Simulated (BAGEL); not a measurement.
# CH3BClFO (methoxychlorofluoroborane): a chain of runs

Wanted: the energy (HF/6-31G*), then the energy (NEVPT2(2,2)/6-31G*), then the energy (CASPT2(2,2)/6-31G*) of CH3BClFO (methoxychlorofluoroborane). 

The calculation is run with BAGEL 1.2.2.

1 further run of the same task is left out (set aside as unsound or not needed).

## 1. The molecule

The species is CH3BClFO (8 atoms), meant as a singlet with charge 0. As SMILES, `COB(F)Cl`. One bond was lengthened or shortened from a relaxed shape.

Bond lengths: C1–O2 1.414 Å, O2–B3 1.333 Å, B3–F4 1.122 Å, B3–Cl5 1.765 Å, C1–H6 1.091 Å, C1–H7 1.090 Å, C1–H8 1.091 Å. Angles: C1–O2–B3 126.0°, O2–B3–F4 118.3°, O2–B3–Cl5 124.1°, F4–B3–Cl5 117.7°, O2–C1–H6 108.6°, O2–C1–H7 108.2°, O2–C1–H8 111.7°, H6–C1–H7 109.1°, H6–C1–H8 109.5°, H7–C1–H8 109.7°.

## 2. The energy at HF/6-31G(d) (density fitting with svp-jkfit, spherical functions) (run 1)

input.json reads:

```json
{ "bagel" : [

{
  "title" : "molecule",
  "basis" : "6-31gs.json",
  "df_basis" : "svp-jkfit",
  "angstrom" : "false",
  "geometry" : [
    { "atom" : "C", "xyz" : [     1.05705610,    -0.89690181,     1.22074229 ] },
    { "atom" : "O", "xyz" : [    -0.42505610,    -1.34873533,    -0.95641118 ] },
    { "atom" : "B", "xyz" : [    -1.67246431,     0.38867887,    -2.28658940 ] },
    { "atom" : "F", "xyz" : [    -2.77147233,    -0.24547542,    -3.98505445 ] },
    { "atom" : "Cl", "xyz" : [    -1.70912500,     3.64033061,    -1.54411600 ] },
    { "atom" : "H", "xyz" : [     3.01972566,    -1.35686115,     0.78875090 ] },
    { "atom" : "H", "xyz" : [     0.38979381,    -2.13920777,     2.72326353 ] },
    { "atom" : "H", "xyz" : [     0.92798781,     1.06671260,     1.83565917 ] }
  ]
},

{
  "title" : "hf"
},

{
  "title" : "print",
  "file" : "orbitals.molden",
  "orbitals" : "true"
}

]}
```

The basis set 6-31G* is read from a file made from the Basis Set Exchange's data (not shown).

Command:

```console
$ BAGEL_NUM_THREADS=1 BAGEL input.json > input.out
```

The program printed:

```text
* using 1 threads per process

  ===============================================================
  ===============================================================

  *** Geometry ***

  { "atom" : "C", "xyz" : [      1.057056,     -0.896902,      1.220742 ] },
  { "atom" : "O", "xyz" : [     -0.425056,     -1.348735,     -0.956411 ] },
  { "atom" : "B", "xyz" : [     -1.672464,      0.388679,     -2.286589 ] },
[... 4 lines of this table left out ...]
  { "atom" : "H", "xyz" : [      0.927988,      1.066713,      1.835659 ] },

  Number of auxiliary basis functions:      486

  Since a DF basis is specified, we compute 2- and 3-index integrals:
    o Being stored without compression. Storage requirement is 0.025 GB

  Number of basis functions:       80
  Number of electrons      :       48

    * METHOD: MOLECULE                             0.21

  *** RHF ***

  === Nuclear Repulsion ===
   219.3158304433

      * DIIS with orbital gradients will be used.

  === RHF iteration (6-31gs.json) ===
      0       -698.00789299          0.01900587           0.07
      1       -698.13492001          0.01130196           0.06
      2       -698.18225968          0.00132795           0.06
[... 9 lines of this table left out ...]
     12       -698.18334431          0.00000001           0.06
    * SCF iteration converged.

    * Permanent dipole moment:
           (   -0.372670,     0.319558,    -0.444811) a.u.

    * METHOD: HF                                   1.06

    * METHOD: PRINT                                0.02

  ===============================================================
```

Run time: 1.5 s. Hardware: 1 thread of Arm Neoverse V2, shared host; peak memory 0.07 GiB.

## 3. The energy at NEVPT2(2,2)/6-31G(d) (density fitting with svp-jkfit, spherical functions) (run 2)

job.json reads:

```json
{ "bagel" : [

{
  "title" : "molecule",
  "basis" : "6-31gs.json",
  "df_basis" : "svp-jkfit",
  "angstrom" : false,
  "geometry" : [
    { "atom" : "C", "xyz" : [     1.05705610,    -0.89690181,     1.22074229 ] },
    { "atom" : "O", "xyz" : [    -0.42505610,    -1.34873533,    -0.95641118 ] },
    { "atom" : "B", "xyz" : [    -1.67246431,     0.38867887,    -2.28658940 ] },
    { "atom" : "F", "xyz" : [    -2.77147233,    -0.24547542,    -3.98505445 ] },
    { "atom" : "Cl", "xyz" : [    -1.70912500,     3.64033061,    -1.54411600 ] },
    { "atom" : "H", "xyz" : [     3.01972566,    -1.35686115,     0.78875090 ] },
    { "atom" : "H", "xyz" : [     0.38979381,    -2.13920777,     2.72326353 ] },
    { "atom" : "H", "xyz" : [     0.92798781,     1.06671260,     1.83565917 ] }
  ]
},

{
  "title" : "hf"
},

{
  "title" : "nevpt2",
  "nstate" : 1,
  "nact" : 2,
  "nclosed" : 23,
  "active" : [10, 31],
  "maxiter" : 200,
  "natocc" : true,
  "ncore" : 9
},

{
  "title" : "print",
  "file" : "orbitals.molden",
  "orbitals" : true
}

]}
```

The basis set 6-31G* is read from a file made from the Basis Set Exchange's data (not shown).

Command:

```console
$ BAGEL_NUM_THREADS=1 BAGEL job.json > job.out
```

The program printed:

```text
* using 1 threads per process

  ===============================================================
  ===============================================================

  *** Geometry ***

  { "atom" : "C", "xyz" : [      1.057056,     -0.896902,      1.220742 ] },
  { "atom" : "O", "xyz" : [     -0.425056,     -1.348735,     -0.956411 ] },
  { "atom" : "B", "xyz" : [     -1.672464,      0.388679,     -2.286589 ] },
[... 4 lines of this table left out ...]
  { "atom" : "H", "xyz" : [      0.927988,      1.066713,      1.835659 ] },

[... 23 lines left out ...]
    * SCF iteration converged.
[... 1 line left out ...]
    * Permanent dipole moment:
[... 28 lines left out ...]
    * Second-order optimization converged. *
[... 9 lines left out ...]
     * ci vector, state   0, <S^2> = 0.0000
       2.     0.9984045163
       .2    -0.0564661124

  === DF-NEVPT2 calculation ===

    * 3-index integral transformation done
    * assembly done

      NEVPT2 correlation energy:   -0.6461633110      0.16

          (+0)     -0.5665462870
          (+0)'    -0.0438319684
          (+1)     -0.0053788408
          (+1)'    -0.0000000000
          (+2)     -0.0004641125
          (-1)     -0.0260766360
          (-1)'     0.0000000000
          (-2)     -0.0038654663

      NEVPT2 total energy:       -698.8414774862

    * METHOD: NEVPT2                               7.44

    * METHOD: PRINT                                0.01

  ===============================================================
```

It took 9 s on 1 thread of Arm Neoverse V2, shared host; peak memory 0.15 GiB.

## 4. A single-point energy at CASPT2(2,2)/6-31G(d) (density fitting with svp-jkfit, spherical functions) (run 3)

caspt2.json reads:

```json
{ "bagel" : [

{
  "title" : "molecule",
  "basis" : "6-31gs.json",
  "df_basis" : "svp-jkfit",
  "angstrom" : false,
  "geometry" : [
    { "atom" : "C", "xyz" : [  1.05705610, -0.89690181,  1.22074229 ] },
    { "atom" : "O", "xyz" : [ -0.42505610, -1.34873533, -0.95641118 ] },
    { "atom" : "B", "xyz" : [ -1.67246431,  0.38867887, -2.28658940 ] },
    { "atom" : "F", "xyz" : [ -2.77147233, -0.24547542, -3.98505445 ] },
    { "atom" : "Cl", "xyz" : [ -1.70912500,  3.64033061, -1.54411600 ] },
    { "atom" : "H", "xyz" : [  3.01972566, -1.35686115,  0.78875090 ] },
    { "atom" : "H", "xyz" : [  0.38979381, -2.13920777,  2.72326353 ] },
    { "atom" : "H", "xyz" : [  0.92798781,  1.06671260,  1.83565917 ] }
  ]
},
{
  "title" : "hf"
},
{
  "title" : "casscf",
  "nstate" : 1,
  "nact" : 2,
  "nclosed" : 23,
  "active" : [10, 31],
  "maxiter" : 200,
  "natocc" : true
},
{
  "title" : "print",
  "file" : "orbitals.molden",
  "orbitals" : true
},
{
  "title" : "smith",
  "method" : "caspt2",
  "ms" : true,
  "xms" : true,
  "sssr" : true,
  "shift" : 0.2,
  "shift_imag" : true,
  "ncore" : 9
}

]}
```

The basis set 6-31G* is read from a file made from the Basis Set Exchange's data (not shown).

Command:

```console
$ BAGEL_NUM_THREADS=1 BAGEL caspt2.json > caspt2.out
```

The program printed:

```text
* using 1 threads per process

  ===============================================================
  ===============================================================

  *** Geometry ***

  { "atom" : "C", "xyz" : [      1.057056,     -0.896902,      1.220742 ] },
  { "atom" : "O", "xyz" : [     -0.425056,     -1.348735,     -0.956411 ] },
  { "atom" : "B", "xyz" : [     -1.672464,      0.388679,     -2.286589 ] },
[... 4 lines of this table left out ...]
  { "atom" : "H", "xyz" : [      0.927988,      1.066713,      1.835659 ] },

[... 25 lines left out ...]
    * Permanent dipole moment:
[... 37 lines left out ...]
     * ci vector, state   0, <S^2> = 0.0000
[... 21 lines left out ...]
       #      aibj      arbs      arbi      airj      risj      airs      arst      rist         Etot      error   time
[... 10 lines left out ...]
      ------------------------------------------------------------------------------------------------------------------

    * CASPT2 energy : state  0     -698.8447623394
        w/o shift correction       -698.8423418087
        reference weight              0.8425692453

    * METHOD: SMITH                                0.76

  ===============================================================
```

Wall time 9 s (1 thread of Arm Neoverse V2, shared host); peak memory 0.17 GiB.

## 5. What came out

| quantity | value |
| --- | --- |
| run 1, HF/6-31G*: total energy | -698.18334 Eh |
| run 1, HF/6-31G*: dipole moment | 1.68 D |
| run 1, HF/6-31G*: HOMO energy | -12.60 eV |
| run 1, HF/6-31G*: LUMO energy | 6.04 eV |
| run 1, HF/6-31G*: HOMO–LUMO gap | 18.64 eV |
| run 2, NEVPT2(2,2)/6-31G*: total energy | -698.84148 Eh |
| run 3, CASPT2(2,2)/6-31G*: total energy | -698.84476 Eh |
